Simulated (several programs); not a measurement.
ZnInGaO₄ (R3m): methods side by side

ZnInGaO₄ (R3m) from a database of computed structures, relaxed with r2SCAN in Ansatz, was computed with several methods. Space group R3m (No. 160), trigonal; conventional cell a = 3.310 Å, c = 25.764 Å, 11.64 Å³ an atom. Zn is surrounded by 4 O at 1.97–1.99 Å; In is surrounded by 6 O at 2.19 Å; Ga is surrounded by 5 O at 1.91–1.97 Å; O is surrounded by 1 Zn at 1.97 Å and 3 In at 2.19 Å; O is surrounded by 1 Ga at 1.95 Å and 3 In at 2.19 Å; O is surrounded by 3 Ga at 1.91 Å; O is surrounded by 1 Ga at 1.97 Å and 3 Zn at 1.99 Å. (Simulation; spin polarisation is off.)

```cif
data_structure
_symmetry_space_group_name_H-M 'R3m:H'
_symmetry_Int_Tables_number 160
_cell_length_a 3.3105
_cell_length_b 3.3105
_cell_length_c 25.7643
_cell_angle_alpha 90.000
_cell_angle_beta 90.000
_cell_angle_gamma 120.000
_cell_volume 244.53
loop_
_atom_site_label
_atom_site_type_symbol
_atom_site_symmetry_multiplicity
_atom_site_Wyckoff_symbol
_atom_site_fract_x
_atom_site_fract_y
_atom_site_fract_z
_atom_site_occupancy
Zn1 Zn 3 a 0.66667 0.33333 0.11459 1
In1 In 3 a 0.66667 0.33333 0.33026 1
Ga1 Ga 3 a 0.00000 0.00000 0.21290 1
O1 O 3 a 0.66667 0.33333 0.03813 1
O2 O 3 a 0.00000 0.00000 0.28863 1
O3 O 3 a 0.66667 0.33333 0.21231 1
O4 O 3 a 0.00000 0.00000 0.13652 1
```

Gaps and times are for a single point on this cell; volume and bulk modulus come from each method's own relaxation or energy curve at fixed shape, which is too stiff where a cell has free coordinates or axes. Times are rough, from shared hosts (Arm Neoverse V2; Intel Xeon Platinum 8488C), and each method has its own mesh and cell size. A double dagger marks a value from a curve with shape and coordinates held. A star marks a curve whose lowest point is an end point. Gaps from k meshes are read at a limited set of points (mesh, symmetry points, PBE's band edges), so each method's own least gap may be somewhat smaller. Minimal bases can be far off for gaps. Times of the plane-wave rungs are withheld (a dash), since they come from other jobs, hosts and meshes; the meshes of hybrids and Hartree-Fock don't converge their gaps to the digits shown. d marks a direct gap, i an indirect one (no mark: not told apart), a dash a value that wasn't computed or didn't pass its checks.

| method | kind | gap (eV) | own volume (Å³/atom) | bulk modulus (GPa) | atoms computed | processor time |
| --- | --- | --- | --- | --- | --- | --- |
| light PBE (260 eV, its own mesh) | light plane-wave | 1.35 d | – | – | 7 | 3.4 s |
| PBE | semilocal | 1.29 d | 12.13 | 156‡ | 7 | – |
| r2SCAN | semilocal | 1.77 d | 11.64 | 183‡ | 7 | – |
| PBE/SZV (CP2K) | small basis | 1.04 d | 13.01*‡ | – | 7 | 110 s |
| PBE/DZVP (CP2K) | small basis | 1.25 d | 12.35‡ | 148‡ | 7 | 3.9 min |
| PBE+SOC | semilocal | 1.27 d | – | – | 7 | – |
| PBE0 | hybrid | 3.71 d | – | – | 7 | – |
| HSE06 | hybrid | 3.01 d | – | – | 7 | – |

Against HSE06 (3.01 eV) the nearest gap at the points sampled is that of PBE0 (+0.70 eV) and the farthest that of PBE/SZV (CP2K) (-1.97 eV). HSE06 is only a yardstick of convenience, and nearness to it can be luck.

Volumes against r2SCAN's: PBE +4.2 %.

Runs without a result: GLLB-SC (GPAW) (single point, out of time).

Only the rows marked +SOC include spin-orbit coupling.
